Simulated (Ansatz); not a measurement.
# Li: the cost of one run

Program: Ansatz 0.2.0. Level of theory: DFT LDA, scalar-relativistic. These are calculated values, not measurements.

### Step 1. The structure to begin with

Symmetry: Fm-3m, No. 225, cubic system. Conventional cell: a = 4.404 Å, b = 4.404 Å, c = 4.404 Å, α = 90.00°, β = 90.00°, γ = 90.00°. Li (site symmetry m-3m) has 12 Li at 3.11 Å as nearest neighbours.

As a file:

```
CELL_PARAMETERS angstrom
0.00000 2.20200 2.20200
2.20200 0.00000 2.20200
2.20200 2.20200 0.00000
ATOMIC_POSITIONS crystal
Li 0.00000 0.00000 0.00000
```

### Step 2. The deformed structure

Space group Fm-3m before, I4/mmm after.

### Step 3. Full-potential LAPW

input.yaml reads:

```yaml
crystal:
  lattice:
    - [0.0, 2.202, 2.15796]
    - [2.202, 0.0, 2.15796]
    - [2.202, 2.202, 0.0]
  atoms:
    - { symbol: Li, position: [0.0, 0.0, 0.0] }
kpoints:
  mp_grid: { grid: [16, 16, 16] }
  band_path:
    path:
      - [0.0, 0.0, 0.0]
      - [0.0, 0.5, 0.5]
      - [0.25, 0.75, 0.5]
      - [0.0, 0.5, 0.0]
      - [0.0, 0.0, 0.0]
      - [0.5, 0.5, 0.0]
      - [0.3801541025, 0.6198458975, 0.0]
      - [-0.3801541025, 0.3801541025, 0.0]
      - [0.0, 0.0, 0.0]
    npoints: 5
scf:
  occupations: { method: fermi_dirac, width: 0.05 }
hamiltonian:
  xc: lda
  pseudopotentials: { kind: all_electron, lapw: { basis_error: 0.0005 } }
output:
  forces: true
  stress: true
  eigenvalues: true
```

Launch:

```console
$ ansatz run input.yaml --threads 1 --pin off --max-ram 3072MiB --backend cpu --events-out ev --progress --plain --runs-dir out
```

What time and memory should one allow on 1 thread of Arm Neoverse V2, shared host?

About 3.5 s, with a peak of 0.22 GiB.
